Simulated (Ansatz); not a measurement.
# One shape, several levels: GaClF (SMILES [F][Ga][Cl])

Wanted: a comparison of 6 runs (UHF/STO-3G, UB3LYP/6-31G*, U-r2SCAN/cc-pVTZ, UB3LYP/cc-pVTZ, UCAM-B3LYP/cc-pVTZ, UMP2/cc-pVTZ) of GaClF. 

The results are computed with Ansatz 0.2.0.

27 further runs of the same task are left out: 27 set aside as unsound or not needed.

## 1. The structure to begin with

GaClF: 3 atoms, total charge 0, spin state doublet. As SMILES, `[F][Ga][Cl]`. One bond was lengthened or shortened from a relaxed shape.

Bond lengths: F1–Ga2 2.021 Å, Ga2–Cl3 2.157 Å. Angles: F1–Ga2–Cl3 117.7°.

## 2. The energy at UHF/STO-3G (run 1)

Input file in.yaml:

```yaml
crystal:
  periodic: [false, false, false]
  atoms:
    - symbol: F
      position_ang: [-1.644195, 0.242852, -0.884833]
    - symbol: Ga
      position_ang: [0.066400, 0.649600, 0.112200]
    - symbol: Cl
      position_ang: [1.343900, -1.010300, 0.629300]
basis:
  gaussian: {orbitals: STO-3G}
magnetization: {spin_polarized: true, initial_magnetization: 1}
accuracy: high
hamiltonian: {xc: hf}
total_charge: 0
output: {orbitals: {seedname: orbitals}}
```

Started as:

```bash
$ ansatz run in.yaml --threads 1 --pin off --max-ram 3480MiB --events-out events.jsonl --progress --plain --runs-dir runs
```

The program printed:

```text
Warning: RAYON_NUM_THREADS=1 ignored (pool sized by the plan → 1); use --threads N
Functional definition: HF
  name "HF"
  exchange = exact_x
  correlation = 0
487 factors; integrals over basis functions are off by at most 4.2e-8 eV
mean field evaluation 1: about -66759.4475 eV, gradient 2.2e1 eV
mean field evaluation 2: about -66759.5150 eV, gradient 2.2e1 eV
mean field evaluation 4: about -66765.1971 eV, gradient 4.1e0 eV
mean field evaluation 8: about -66765.8174 eV, gradient 2.7e-1 eV
mean field evaluation 16: about -66765.9926 eV, gradient 8.7e-3 eV
mean field evaluation 32: about -66766.0063 eV, gradient 1.8e-4 eV
mean field evaluation 64: about -66765.9859 eV, gradient 1.8e-1 eV
mean field evaluation 96: about -66765.8931 eV, gradient 6.4e-2 eV
mean field evaluation 128: about -66765.8967 eV, gradient 3.2e-1 eV
mean field evaluation 160: about -66764.7182 eV, gradient 1.7e-1 eV
mean field evaluation 192: about -66765.4249 eV, gradient 3.6e0 eV
mean field evaluation 224: about -66762.5971 eV, gradient 9.1e-1 eV
mean field evaluation 256: about -66765.8509 eV, gradient 1.2e-1 eV
mean field evaluation 288: about -66765.6717 eV, gradient 9.8e-1 eV
mean field evaluation 320: about -66765.9598 eV, gradient 2.3e-5 eV
mean field evaluation 352: about -66765.8887 eV, gradient 9.0e-1 eV
mean field evaluation 384: about -66762.8154 eV, gradient 9.5e0 eV
mean field -66766.00631738 eV, -2453.6054765392 hartree, gradient 4.2e-8 eV, S^2 1.126018; 13 other end points of the search recorded, 0 dependent functions left out
reference -66766.00631738 eV, -2453.6054765392 hartree; 29, 28 occupied and 3, 4 virtual orbitals, 487 factors
Total energy: -66766.00631738 eV, -2453.6054765392 hartree
```

Wall time 5.1 s (1 thread of Arm Neoverse V2, shared host); peak memory 0.093 GiB.

## 3. A single-point energy at UB3LYP/6-31G(d) (spherical functions) (run 2)

Input file in.yaml:

```yaml
crystal:
  periodic: [false, false, false]
  atoms:
    - {symbol: F, position_ang: [-1.644195, 0.242852, -0.884833]}
    - {symbol: Ga, position_ang: [0.066400, 0.649600, 0.112200]}
    - {symbol: Cl, position_ang: [1.343900, -1.010300, 0.629300]}
basis:
  gaussian:
    orbitals: 6-31G_st_-spherical.json
magnetization:
  spin_polarized: true
  initial_magnetization: 1
hamiltonian:
  xc: {name: B3LYP}
accuracy: high
output: {orbitals: {seedname: orbitals}}
```

The basis set 6-31G* is read from a file made from the Basis Set Exchange's data (not shown).

Started as:

```bash
$ ansatz run in.yaml --threads 1 --pin off --max-ram 3480MiB --events-out events.jsonl --progress --plain --runs-dir runs
```

The program printed:

```text
Warning: RAYON_NUM_THREADS=1 ignored (pool sized by the plan → 1); use --threads N
Functional definition: B3LYP
  name "B3LYP"
  parameter a0 = 0.2
  parameter ax = 0.72
  parameter ac = 0.81
  exchange = (1 - a0 - ax)*slater_x + ax*b88_x + a0*exact_x
  correlation = (1 - ac)*vwn_rpa_c + ac*lyp_c
1188 factors; integrals over basis functions are off by at most 3.7e-9 eV
mean field evaluation 1: about -67608.3035 eV, gradient 3.1e1 eV
mean field evaluation 2: about -67520.0749 eV, gradient 1.5e2 eV
mean field evaluation 4: about -67611.6345 eV, gradient 1.1e1 eV
mean field evaluation 8: about -67612.1308 eV, gradient 5.8e-1 eV
mean field evaluation 16: about -67612.1326 eV, gradient 7.0e-4 eV
mean field -67612.13257209 eV, -2484.7000428750 hartree, gradient 6.9e-8 eV, S^2 0.754237; 0 other end points of the search recorded, 0 dependent functions left out
reference -67612.13260508 eV, -2484.7000440870 hartree; 29, 28 occupied and 35, 36 virtual orbitals, 1188 factors
Total energy: -67612.13260508 eV, -2484.7000440870 hartree
```

It took 7.5 s on 1 thread of Arm Neoverse V2, shared host; peak memory 0.26 GiB.

## 4. A single-point energy at U-r2SCAN/cc-pVTZ (run 3)

Input file input.yaml:

```yaml
crystal:
  periodic: [false, false, false]
  atoms:
    - {symbol: F, position_ang: [-1.644195, 0.242852, -0.884833]}
    - {symbol: Ga, position_ang: [0.066400, 0.649600, 0.112200]}
    - {symbol: Cl, position_ang: [1.343900, -1.010300, 0.629300]}
basis:
  gaussian:
    orbitals: cc-pVTZ
hamiltonian:
  xc: {name: r2SCAN}
magnetization:
  spin_polarized: true
  initial_magnetization: 1
output: {orbitals: {seedname: orbitals}}
accuracy: high
```

Started as:

```bash
$ ansatz run input.yaml --threads 1 --pin off --max-ram 3480MiB --events-out events.jsonl --progress --plain --runs-dir runs
```

The program printed:

```text
Warning: RAYON_NUM_THREADS=1 ignored (pool sized by the plan → 1); use --threads N
Functional definition: r2SCAN
  name "r2SCAN"
  parameter k0 = 0.174
  parameter k1 = 0.065
  parameter a1 = 4.9479
  exchange = r2scan_x(k0 = k0, k1 = k1, a1 = a1)
  correlation = r2scan_c
1565 factors; integrals over basis functions are off by at most 3.7e-9 eV
mean field evaluation 1: about -67614.9688 eV, gradient 3.5e1 eV
mean field evaluation 2: about -67474.5676 eV, gradient 1.7e2 eV
mean field evaluation 4: about -67618.1679 eV, gradient 1.5e1 eV
mean field evaluation 8: about -67619.1722 eV, gradient 2.4e-1 eV
mean field evaluation 16: about -67619.1725 eV, gradient 2.7e-4 eV
mean field -67619.17253624 eV, -2484.9587567853 hartree, gradient 5.3e-8 eV, S^2 0.755264; 0 other end points of the search recorded, 0 dependent functions left out
reference -67619.17254060 eV, -2484.9587569456 hartree; 29, 28 occupied and 78, 79 virtual orbitals, 1565 factors
Total energy: -67619.17254060 eV, -2484.9587569456 hartree
```

Wall time 25 s (1 thread of Arm Neoverse V2, shared host); peak memory 0.37 GiB.

Runs 4 to 5 aren't shown in full; the table further down has their settings and results.

## 5. A single-point energy at UMP2/cc-pVTZ (run 6)

Input file molecule.yaml:

```yaml
basis:
  gaussian:
    orbitals: cc-pVTZ
crystal:
  periodic: [false, false, false]
  atoms:
    - {symbol: F, position_ang: [-1.644195, 0.242852, -0.884833]}
    - {symbol: Ga, position_ang: [0.066400, 0.649600, 0.112200]}
    - {symbol: Cl, position_ang: [1.343900, -1.010300, 0.629300]}
magnetization:
  spin_polarized: true
  initial_magnetization: 1
correlation:
  method: mp2
  frozen_orbitals: {Cl: 5, F: 1, Ga: 9}
accuracy: high
```

Started as:

```bash
$ ansatz run molecule.yaml --threads 1 --pin off --max-ram 3480MiB --events-out events.jsonl --progress --plain --runs-dir runs
```

The program printed:

```text
Warning: RAYON_NUM_THREADS=1 ignored (pool sized by the plan → 1); use --threads N
Functional definition: HF
  name "HF"
  exchange = exact_x
  correlation = 0
1565 factors; integrals over basis functions are off by at most 3.7e-9 eV
mean field evaluation 1: about -67544.8332 eV, gradient 2.5e1 eV
mean field evaluation 2: about -67544.9132 eV, gradient 2.5e1 eV
mean field evaluation 4: about -67547.8020 eV, gradient 2.2e0 eV
mean field evaluation 8: about -67547.9364 eV, gradient 2.4e-1 eV
mean field evaluation 16: about -67547.9380 eV, gradient 2.2e-8 eV
mean field -67547.93801865 eV, -2482.3409365485 hartree, gradient 3.1e-8 eV, S^2 0.760654; 0 other end points of the search recorded, 0 dependent functions left out
15 core orbitals not correlated: weight in the atoms' cores, before any rotation towards them, 1.000 or more for the frozen orbitals, at most 0.000 for the correlated occupied ones
reference -67547.93801865 eV, -2482.3409365485 hartree; 14, 13 occupied and 78, 79 virtual orbitals, 1565 factors
second order -15.48513104 eV of doubles, -0.00000000 eV of singles
Total energy: -67563.42314969 eV, -2482.9100046181 hartree
```

Run time: 5.7 s. Hardware: 1 thread of Arm Neoverse V2, shared host; peak memory 0.35 GiB.

## 6. The series

```csv
run,level,frozen core orbitals,energy (Eh),HOMO energy (eV),LUMO energy (eV),⟨S²⟩,wall time
1,UHF/STO-3G,–,-2453.605477,-7.53,1.94,1.126,5.1 s
2,UB3LYP/6-31G* (spherical functions),–,-2484.700044,-7.52,-5.06,0.754,7.5 s
3,U-r2SCAN/cc-pVTZ,–,-2484.958757,-7.07,-5.25,0.755,25 s
4,UB3LYP/cc-pVTZ,–,-2485.106136,-7.61,-5.13,0.754,16 s
5,UCAM-B3LYP/cc-pVTZ,–,-2485.148645,-9.12,-3.88,0.756,19 s
6,UMP2/cc-pVTZ,15,-2482.910005,–,–,0.761,5.7 s
```

## 7. Results

| quantity | value |
| --- | --- |
| run 6: total energy | -2482.91000 Eh |
| run 6: correlation energy (15 core orbitals frozen) | -569.1 mEh |
| run 6: ⟨S²⟩ of the reference determinant | 0.761 |

In words: Totals of different functionals can't be ranked against each other. In run 1 the basis is minimal, so the values are rough. Spin contamination of the reference: run 1 ⟨S²⟩ = 1.13. All runs together took 78 s, the longest 25 s.
